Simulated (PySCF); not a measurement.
# PrH4: other functionals and bases at one geometry

Aim: see how levels, charges and forces of PrH4 depend on the level of theory. The species was built from a template and needn't be a known compound.

Method: several levels, as the steps say, no spin–orbit coupling; program: PySCF 2.14.0.

## (1) Starting geometry

5 atoms, charge 0, spin multiplicity 1.

Bond lengths: Pr1–H2 1.968 Å, Pr1–H3 1.968 Å, Pr1–H4 1.968 Å, Pr1–H5 1.968 Å. Angles: H2–Pr1–H3 109.5°, H2–Pr1–H4 109.5°, H2–Pr1–H5 109.5°, H3–Pr1–H4 109.5°, H3–Pr1–H5 109.5°, H4–Pr1–H5 109.5°.

Geometry (Å):

```xyz
5

Pr    0.00000    0.00000    0.00000
H     1.13600    1.13600    1.13600
H    -1.13600   -1.13600    1.13600
H     1.13600   -1.13600   -1.13600
H    -1.13600    1.13600   -1.13600
```

Formal oxidation states: Pr +4. Each metal's 1 4f electrons lie in its core potential, so multiplicities, spins and levels count the valence alone. An earlier session relaxed this geometry at PBE0, Pr lcecp-2-SVP with ECP47, H def2-SVP (singlet, point group Td).

At PBE0 on the finer grid: E = -41.542168 Eh, frontier levels not given, since the 4f levels lie in the core, Mulliken charge on Pr1 +0.87 e, largest force component 0.000 eV/Å. 

Levels to run: B3LYP; BLYP; PBE0, TZVP. Hardware: 2 threads of Arm Neoverse V2, shared host.

## (2) B3LYP

Input file run.py (the lines that set the calculation):

```python
mol = gto.M(atom='''
Pr     0.00000     0.00000     0.00000
H      1.13600     1.13600     1.13600
H     -1.13600    -1.13600     1.13600
H      1.13600    -1.13600    -1.13600
H     -1.13600     1.13600    -1.13600''',
    basis={'Pr': 'lcecp-2-SVP', 'H': 'def2-SVP'},
    ecp={'Pr': 'lcecp-2-SVP'},
    charge=0, spin=0)
mf = dft.RKS(mol, xc='B3LYP')
mf.grids.atom_grid = (75, 302)  # f atoms: unpruned, at least (60, 302)
mf = mf.density_fit()  # fitting sets: Pr AutoAux, H def2-universal-JKFIT
mf.conv_tol = 1e-08; mf.max_cycle = 55
mf.kernel(dm0)  # dm0: the density of the relaxed state
```

Command:

```console
OMP_NUM_THREADS=2 python run.py
```

## (3) BLYP

Changes to run.py (the lines that set the calculation) since step 2:

```diff
@@ -9,3 +9,3 @@
     charge=0, spin=0)
-mf = dft.RKS(mol, xc='B3LYP')
+mf = dft.RKS(mol, xc='BLYP')
 mf.grids.atom_grid = (75, 302)  # f atoms: unpruned, at least (60, 302)
```

## (4) PBE0, TZVP

Basis: Pr lcecp-2-TZVP with ECP47, H def2-TZVP. 

Input file run.py (the lines that set the calculation):

```python
mol = gto.M(atom='''
Pr     0.00000     0.00000     0.00000
H      1.13600     1.13600     1.13600
H     -1.13600    -1.13600     1.13600
H      1.13600    -1.13600    -1.13600
H     -1.13600     1.13600    -1.13600''',
    basis={'Pr': 'lcecp-2-TZVP', 'H': 'def2-TZVP'},
    ecp={'Pr': 'lcecp-2-TZVP'},
    charge=0, spin=0)
mf = dft.RKS(mol, xc='PBE0')
mf.grids.atom_grid = (75, 302)  # f atoms: unpruned, at least (60, 302)
mf = mf.density_fit()  # fitting sets: Pr AutoAux, H def2-universal-JKFIT
mf.conv_tol = 1e-08; mf.max_cycle = 55
mf.kernel(dm0)  # dm0: free metal ions and neutral atoms
```

What does the calculation give? Wanted: for each run, charge on Pr1; dipole; largest force.

**Answer**, as computed:

| level | state | charge on Pr1 (e) | dipole (D) | largest force (eV/Å) | basis functions | time |
| --- | --- | --- | --- | --- | --- | --- |
| PBE0 (relaxed here) | singlet | 0.87 | 0.00 | 0.00 | 50 | 2.2 s |
| B3LYP | singlet | 0.81 | 0.00 | 0.07 | 50 | 1.1 s |
| BLYP | singlet | 0.66 | 0.00 | 0.14 | 50 | 1.2 s |
| PBE0, TZVP | singlet | 0.95 | 0.00 | 0.05 | 71 | 2.8 s |

Times are on 2 threads of Arm Neoverse V2, shared host; the first row also made further properties.

The largest leftover force, 0.14 eV/Å with BLYP, stands at a geometry relaxed at another level. The Mulliken charge on Pr spans +0.66 to +0.95 e over the levels. With 4f in the core, its levels are missing from HOMO and gap. Total energies of different levels can't be compared. Spin–orbit coupling is left out throughout.
